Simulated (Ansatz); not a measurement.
# C2H7InO: up Jacob's ladder to CCSD(T)

The task here is to estimate one member of a computed series from the others.

Program: Ansatz 0.2.0, Gaussian basis. Level of theory: functionals in def2-TZVPP, the program's frozen cores in correlated methods. These are calculated values, not measurements.

Levels to be run: LDA (SPW92), PBE-D4, revPBE-D4, BLYP-D4, r2SCAN-D4, B97M-V, PBE0-D4, B3LYP-D4, r2SCANh-D4, r2SCAN0-D4, HSE06-D4, BHLYP-D4, CAM-B3LYP-D4, LC-ωPBE, ωB97X-V, ωB97M-V, B2PLYP, PBE-QIDH; CCSD(T)/def2-SVP; CCSD(T)/def2-TZVPP; MP2/def2-QZVPP; extrapolation to the limit; RPA on PBE.

**The relaxed structure**

An earlier PBE0-D4 in a triple-zeta def2 set relaxation fixed the geometry. In takes the def2 core potential; no spin-orbit term is included.

11 atoms, charge 0, spin multiplicity 1.

Atoms are counted from 1 here; the program's logs count them from 0.

Bond lengths: C1–O2 1.395 Å, C1–H5 1.102 Å, C1–H6 1.099 Å, C1–H7 1.099 Å, O2–In3 1.996 Å, In3–C4 2.141 Å, In3–H8 1.707 Å, C4–H9 1.089 Å, C4–H10 1.091 Å, C4–H11 1.091 Å. Angles: O2–C1–H5 114.0°, O2–C1–H6 110.6°, O2–C1–H7 110.6°, H5–C1–H6 107.1°, H5–C1–H7 107.1°, H6–C1–H7 107.3°, C1–O2–In3 123.9°, O2–In3–C4 112.6°, O2–In3–H8 110.0°, C4–In3–H8 137.4°, In3–C4–H9 111.3°, In3–C4–H10 109.5°, In3–C4–H11 109.5°, H9–C4–H10 109.1°, H9–C4–H11 109.1°, H10–C4–H11 108.2°.

Set-up of the first run:

in.yaml reads:

```yaml
crystal:
  periodic: [false, false, false]
  atoms:
    - {symbol: C, position_ang: [-0.586850, 1.768142, 0.411640]}
    - {symbol: O, position_ang: [-0.289352, 1.342097, -0.883216]}
    - {symbol: In, position_ang: [0.326437, -0.502272, -1.336082]}
    - {symbol: C, position_ang: [0.481217, -1.763790, 0.386631]}
    - {symbol: H, position_ang: [-0.454428, 0.989997, 1.180084]}
    - {symbol: H, position_ang: [0.052719, 2.614650, 0.696438]}
    - {symbol: H, position_ang: [-1.628646, 2.110632, 0.475832]}
    - {symbol: H, position_ang: [0.585707, -0.633500, -3.017950]}
    - {symbol: H, position_ang: [0.825602, -2.761576, 0.117472]}
    - {symbol: H, position_ang: [1.181421, -1.323614, 1.098491]}
    - {symbol: H, position_ang: [-0.493827, -1.840756, 0.870660]}
basis:
  gaussian: {orbitals: def2-TZVPP}
hamiltonian: {xc: lda}
output: {orbitals: {seedname: orbitals}}
```

Run with:

```
$ ansatz run in.yaml --threads 4 --pin off --events-out ev --progress --plain --max-ram 10444MiB
```

Among the steps run: LDA; PBE-D4 (GGA); revPBE-D4 (GGA); BLYP-D4 (GGA); r2SCAN-D4 (meta-GGA); B97M-V (meta-GGA); PBE0-D4 (hybrid); B3LYP-D4 (hybrid); r2SCANh-D4 (hybrid); r2SCAN0-D4 (hybrid); HSE06-D4 (hybrid); BHLYP-D4 (hybrid); CAM-B3LYP-D4 (range-separated); LC-ωPBE (range-separated); ωB97X-V (range-separated); ωB97M-V (range-separated); B2PLYP (double hybrid); PBE-QIDH (double hybrid).

One of the session's tables, all rows but one given; the rest of the session is left out.

It belongs to the step «Orbital energies across the functionals». 

```
  functional  HOMO (eV)  LUMO (eV)  gap (eV)
 LDA (SPW92)      -5.85      -2.09      3.77
      PBE-D4          ?          ?         ?
   revPBE-D4      -5.60      -1.74      3.86
     BLYP-D4      -5.60      -1.83      3.77
   r2SCAN-D4      -5.92      -1.57      4.35
      B97M-V      -6.05      -1.87      4.18
     PBE0-D4      -7.09      -1.15      5.93
    B3LYP-D4      -6.88      -1.44      5.44
  r2SCANh-D4      -6.46      -1.33      5.13
  r2SCAN0-D4      -7.29      -0.98      6.30
    HSE06-D4      -6.68      -1.51      5.17
    BHLYP-D4      -8.52      -0.57      7.95
CAM-B3LYP-D4      -8.54      -0.40      8.15
     LC-ωPBE      -9.86       0.69     10.56
     ωB97X-V      -9.55       0.55     10.10
     ωB97M-V      -9.49       0.21      9.70
```

**Question.** Estimate the row for PBE-D4.

The run gave: HOMO (eV): -5.68; LUMO (eV): -1.85; gap (eV): 3.83. In the column «HOMO (eV)» it lies between LDA (SPW92) (-5.85) and revPBE-D4 (-5.60).
